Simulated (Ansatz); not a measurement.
# GeSb4Te4: the cost of one run

Computed with Ansatz 0.2.0 (DFT PBE, scalar-relativistic, plane waves, PAW, unless a step's input says otherwise).

**1. The structure to begin with**

The structure is trigonal, space group P-3m1 (No. 164). Conventional cell: a = 4.334 Å, b = 4.334 Å, c = 17.367 Å, α = 90.00°, β = 90.00°, γ = 120.00°. Ge (site symmetry -3m) is surrounded by 6 Te at 3.03 Å. Sb (site symmetry 3m) has 3 Sb at 2.94 Å in its first shell of neighbours. Sb (site symmetry 3m) has 6 Te at 3.03 to 3.21 Å in its first shell of neighbours. Te (site symmetry 3m) has 3 Ge at 3.03 Å and 3 Sb at 3.21 Å in its first shell of neighbours. Around Te (site symmetry 3m) lie 3 Sb at 3.03 Å.

Coordinates:

```cif
data_structure
_symmetry_space_group_name_H-M 'P 1'
_symmetry_Int_Tables_number 1
_cell_length_a 8.6685
_cell_length_b 8.6685
_cell_length_c 17.3673
_cell_angle_alpha 90.000
_cell_angle_beta 90.000
_cell_angle_gamma 120.000
_cell_volume 1130.19
loop_
_atom_site_label
_atom_site_type_symbol
_atom_site_fract_x
_atom_site_fract_y
_atom_site_fract_z
_atom_site_occupancy
Ge1 Ge 0.00000 0.00000 0.00000 1
Ge2 Ge 0.00000 0.50000 0.00000 1
Ge3 Ge 0.50000 0.00000 0.00000 1
Ge4 Ge 0.50000 0.50000 0.00000 1
Sb1 Sb 0.16667 0.33333 0.54452 1
Sb2 Sb 0.16667 0.83333 0.54452 1
Sb3 Sb 0.66667 0.33333 0.54452 1
Sb4 Sb 0.66667 0.83333 0.54452 1
Sb5 Sb 0.33333 0.16667 0.45548 1
Sb6 Sb 0.33333 0.66667 0.45548 1
Sb7 Sb 0.83333 0.16667 0.45548 1
Sb8 Sb 0.83333 0.66667 0.45548 1
Sb9 Sb 0.33333 0.16667 0.78579 1
Sb10 Sb 0.33333 0.66667 0.78579 1
Sb11 Sb 0.83333 0.16667 0.78579 1
Sb12 Sb 0.83333 0.66667 0.78579 1
Sb13 Sb 0.16667 0.33333 0.21421 1
Sb14 Sb 0.16667 0.83333 0.21421 1
Sb15 Sb 0.66667 0.33333 0.21421 1
Sb16 Sb 0.66667 0.83333 0.21421 1
Te1 Te 0.16667 0.33333 0.90180 1
Te2 Te 0.16667 0.83333 0.90180 1
Te3 Te 0.66667 0.33333 0.90180 1
Te4 Te 0.66667 0.83333 0.90180 1
Te5 Te 0.33333 0.16667 0.09820 1
Te6 Te 0.33333 0.66667 0.09820 1
Te7 Te 0.83333 0.16667 0.09820 1
Te8 Te 0.83333 0.66667 0.09820 1
Te9 Te 0.00000 0.00000 0.68722 1
Te10 Te 0.00000 0.50000 0.68722 1
Te11 Te 0.50000 0.00000 0.68722 1
Te12 Te 0.50000 0.50000 0.68722 1
Te13 Te 0.00000 0.00000 0.31278 1
Te14 Te 0.00000 0.50000 0.31278 1
Te15 Te 0.50000 0.00000 0.31278 1
Te16 Te 0.50000 0.50000 0.31278 1
```

The runs take a perfect supercell of 36 atoms; the defect goes to fractional position (0.167, 0.417, 0.750).

**2. The perfect supercell**

Input file input.yaml:

```yaml
crystal:
  lattice:
    - [8.668499, 0.0, 0.0]
    - [-4.334249, 7.50714, 0.0]
    - [0.0, 0.0, 17.367316]
  atoms:
    - { symbol: Ge, position: [0.0, 0.0, 0.0] }
    - { symbol: Ge, position: [0.0, 0.5, 0.0] }
    - { symbol: Ge, position: [0.5, 0.0, 0.0] }
    - { symbol: Ge, position: [0.5, 0.5, 0.0] }
    - { symbol: Sb, position: [0.166667, 0.333333, 0.54452] }
    - { symbol: Sb, position: [0.166667, 0.833333, 0.54452] }
    - { symbol: Sb, position: [0.666667, 0.333333, 0.54452] }
    - { symbol: Sb, position: [0.666667, 0.833333, 0.54452] }
    - { symbol: Sb, position: [0.333333, 0.166667, 0.45548] }
    - { symbol: Sb, position: [0.333333, 0.666667, 0.45548] }
    - { symbol: Sb, position: [0.833333, 0.166667, 0.45548] }
    - { symbol: Sb, position: [0.833333, 0.666667, 0.45548] }
    - { symbol: Sb, position: [0.333333, 0.166667, 0.78579] }
    - { symbol: Sb, position: [0.333333, 0.666667, 0.78579] }
    - { symbol: Sb, position: [0.833333, 0.166667, 0.78579] }
    - { symbol: Sb, position: [0.833333, 0.666667, 0.78579] }
    - { symbol: Sb, position: [0.166667, 0.333333, 0.21421] }
    - { symbol: Sb, position: [0.166667, 0.833333, 0.21421] }
    - { symbol: Sb, position: [0.666667, 0.333333, 0.21421] }
    - { symbol: Sb, position: [0.666667, 0.833333, 0.21421] }
    - { symbol: Te, position: [0.166667, 0.333333, 0.9018] }
    - { symbol: Te, position: [0.166667, 0.833333, 0.9018] }
    - { symbol: Te, position: [0.666667, 0.333333, 0.9018] }
    - { symbol: Te, position: [0.666667, 0.833333, 0.9018] }
    - { symbol: Te, position: [0.333333, 0.166667, 0.0982] }
    - { symbol: Te, position: [0.333333, 0.666667, 0.0982] }
    - { symbol: Te, position: [0.833333, 0.166667, 0.0982] }
    - { symbol: Te, position: [0.833333, 0.666667, 0.0982] }
    - { symbol: Te, position: [0.0, 0.0, 0.687221] }
    - { symbol: Te, position: [0.0, 0.5, 0.687221] }
    - { symbol: Te, position: [0.5, 0.0, 0.687221] }
    - { symbol: Te, position: [0.5, 0.5, 0.687221] }
    - { symbol: Te, position: [0.0, 0.0, 0.312779] }
    - { symbol: Te, position: [0.0, 0.5, 0.312779] }
    - { symbol: Te, position: [0.5, 0.0, 0.312779] }
    - { symbol: Te, position: [0.5, 0.5, 0.312779] }
basis:
  ecutwfc: 420
  fft_grid_basis: typed
kpoints:
  mp_grid: { grid: [3, 3, 1] }
hamiltonian:
  xc: pbe
  pseudopotentials: { kind: paw }
scf:
  occupations: { method: gaussian, width: 0.05 }
output:
  forces: true
  stress: false
  eigenvalues: true
  bader: false
  write_density: true
  volumetric_format: npy
```

On the command line:

```bash
$ ansatz run input.yaml --threads 8 --pin off --max-ram 16384MiB --backend cpu --events-out ev --progress --plain --runs-dir out
```

What time and memory should one allow on 8 threads of Intel Xeon 6975P-C (Granite Rapids), shared host?

About 11 s, with a peak of 4.9 GiB.
